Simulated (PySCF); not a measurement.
# SeBr+: from the state search to spectroscopic constants

One job finds the state of SeBr+, follows it along the bond with each method and fits the curves.

The runs use PySCF 2.14.0; Se cc-pVDZ-PP with ECP10, Br cc-pVDZ-PP with ECP10, scalar-relativistic core potentials.

### Step 1. The job

A driver script around PySCF takes these settings:

| Quantity | Value |
| --- | --- |
| atoms | Se, Br |
| charge | 1 |
| basis | Se cc-pVDZ-PP with ECP10, Br cc-pVDZ-PP with ECP10 |
| Hamiltonian | scalar-relativistic core potentials |
| basis functions | 46 |
| electrons treated | 48 |
| masses in u | 79.9165, 78.9183 |
| levels | PBE0, PBE, r²SCAN, revPBE, BHandHLYP, B2PLYP, HF, MP2, SCS-MP2, CCSD, CCSD(T) |
| grid | 80 radial by 434 angular points |
| occupations | held fixed by the projection of orbital angular momentum |
| dissociation limit | Se+ + Br, each in its ground configuration |
| starting distance in angstrom | 2.330 |
| values of 2S to try | 0, 2, 4 |

On the command line:

```
OMP_NUM_THREADS=1 python dia.py task.json out
```

The runs that follow: PBE0 along the bond; Excited determinants; PBE; r²SCAN (meta-GGA); revPBE (GGA); BHandHLYP (global hybrid GGA); B2PLYP (double hybrid); UHF (mean field); Adding correlation.

Before running it: what results should come out? Wanted: for each run, Re; ωe; De; μ.

The runs gave:

Lowest PBE0 solution found, without spin–orbit coupling: ³Σ⁻ (triplet), unpaired electrons π ↑↑. State 2 has its PBE0 minimum 0.31 eV higher, as a spin-mixed determinant (⟨S²⟩ = 1.01), so this is no gap between pure states. State 3 has its PBE0 minimum 1.22 eV higher. State 4 has its PBE0 minimum 2.24 eV higher. The other levels ran on the lowest alone.

```tsv
level	Re (Å)	ωe (cm⁻¹)	De (eV)	μ (D)
UHF	2.193	363	0.82	-2.43
UHF-MP2	2.179	399	2.14	n/a
UHF-SCS-MP2	2.189	386	2.01	n/a
UHF-CCSD	2.207	362	2.02	n/a
UHF-CCSD(T)	2.213	361	2.19	n/a
PBE	2.213	364	3.48	-1.08
revPBE	2.219	359	3.22	-1.13
r²SCAN	2.191	378	3.19	-1.21
PBE0	2.182	387	3.00	-1.34
BHandHLYP	2.181	388	2.54	-1.59
B2PLYP	2.201	376	2.77	-1.76
```

De is counted to Se+ + Br in their ground configurations. A positive dipole points from Se to Br; in an ion it is taken about the centre of mass and does not tell which atom is negative.

Differences from CCSD(T) in the same basis:

```tsv
level	Re (mÅ)	ωe (%)
UHF	-20	+0.7
UHF-MP2	-34	+10.7
UHF-SCS-MP2	-24	+7.2
UHF-CCSD	-5	+0.4
PBE	0	+0.9
revPBE	+6	-0.4
r²SCAN	-22	+4.9
PBE0	-31	+7.3
BHandHLYP	-32	+7.6
B2PLYP	-12	+4.4
```

Against CCSD(T) in the same basis, the bond length is nearest at PBE (0 mÅ) and farthest at UHF-MP2 (-34 mÅ); the wavenumber is nearest at UHF-CCSD and revPBE (0.4 % off) and farthest at UHF-MP2 (+10.7 %). CCSD(T) in a basis this small is itself some way from its limit, more so than the functionals. Of the levels with a De here, UHF gives the least (0.82 eV) and PBE the most (3.48 eV).

Correlated steps freeze 8 core orbitals. B2PLYP dipoles, levels and charges come from its SCF part alone.
